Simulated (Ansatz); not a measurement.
Working through a scan of the bond length of HIn (charge -1)

Computed with the Ansatz DFT code, driven from Python.

Run as a notebook:

```python
import ansatz as az
from ase import Atoms
from ase.data import atomic_masses, atomic_numbers
import numpy as np
```

```python
BASIS_SET = "def2-SVP"
FUNCTIONAL = "r2scan0"
CHARGE = -1
```

```python
atoms = Atoms(["In", "H"], positions=[
    [0.0, 0.0, 0.0],
    [0.0, 0.0, 1.81],
])
system = az.Crystal.molecule_from_ase(atoms)
```

```python
symbols = [site.symbol for site in system.cartesian_sites]
start = np.array([site.position_ang for site in system.cartesian_sites])
axis = (start[1] - start[0]) / np.linalg.norm(start[1] - start[0])
moving = [1]
lengths, energies = [1.593, 1.665, 1.738, 1.81, 1.882, 1.955, 2.027, 2.136], []
for length in lengths:
    xyz = start.copy()
    xyz[moving] += (length - np.linalg.norm(start[1] - start[0])) * axis
    point = az.Crystal.molecule()
    for symbol, place in zip(symbols, xyz):
        point = point.atom(symbol, place.tolist())
    model = (
        point.calculation()
        .basis(gaussian=BASIS_SET)  # atom-centred Gaussian functions
        .functional(FUNCTIONAL)
        .charge(CHARGE)  # electrons removed from the neutral system
        .spin("collinear", total=1)
    )
    data = model.run().report
    energies.append(data["free_energy_ev"])
    print(f"r = {length:6.3f} A  E = {energies[-1]:.5f} eV  <S^2> = {abs(data['mean_field']['state']['spin_squared']):.3f}")
```

    r =  1.593 A  E = -5189.98234 eV  <S^2> = 0.755
    r =  1.665 A  E = -5190.18881 eV  <S^2> = 0.755
    r =  1.738 A  E = -5190.31915 eV  <S^2> = 0.755
    r =  1.810 A  E = -5190.38850 eV  <S^2> = 0.755
    r =  1.882 A  E = -5190.41327 eV  <S^2> = 0.755
    r =  1.955 A  E = -5190.40404 eV  <S^2> = 0.755
    r =  2.027 A  E = -5190.36962 eV  <S^2> = 0.755
    r =  2.136 A  E = -5190.28391 eV  <S^2> = 0.756

```python
# quartic fit about the minimum
fit = np.polynomial.Polynomial.fit(lengths, np.array(energies) - min(energies), 4).convert()
roots = [r.real for r in fit.deriv().roots() if abs(r.imag) < 1e-9 and fit.deriv(2)(r.real) > 0]
r_e = min(roots, key=lambda r: abs(r - lengths[int(np.argmin(energies))]))
print(f"minimum of the fit at {r_e:.4f} A, force constant {fit.deriv(2)(r_e):.2f} eV/A^2")
m1, m2 = (atomic_masses[atomic_numbers[s]] for s in symbols)
mu = m1 * m2 / (m1 + m2)
print(f"harmonic wavenumber {521.4709 * np.sqrt(fit.deriv(2)(r_e) / mu):.0f} 1/cm, rotational constant {16.857629 / (mu * r_e ** 2):.4f} 1/cm")
```

    minimum of the fit at 1.8955 A, force constant 6.04 eV/A^2
    harmonic wavenumber 1282 1/cm, rotational constant 4.6956 1/cm

The lowest point is at 1.882 Å. At the shortest distance (1.59 Å) the energy is 0.43 eV higher, at the longest (2.14 Å) 0.13 eV.

Total energies depend on the basis set; only differences at equal settings carry meaning. The basis set is modest, and single-reference methods fail as a bond breaks. def2 sets replace the cores of elements past krypton by effective core potentials. The species is open-shell (spin multiplicity 2). For an odd-electron ion, approximate functionals spread the charge over both fragments and lower the stretched end too much. Spin-orbit coupling of the heavy open-shell atom is left out. Anions want diffuse functions, which this basis lacks. The whole script took 20 s on 1 thread of Arm Neoverse V2, on a shared host, peak memory 0.19 GiB.
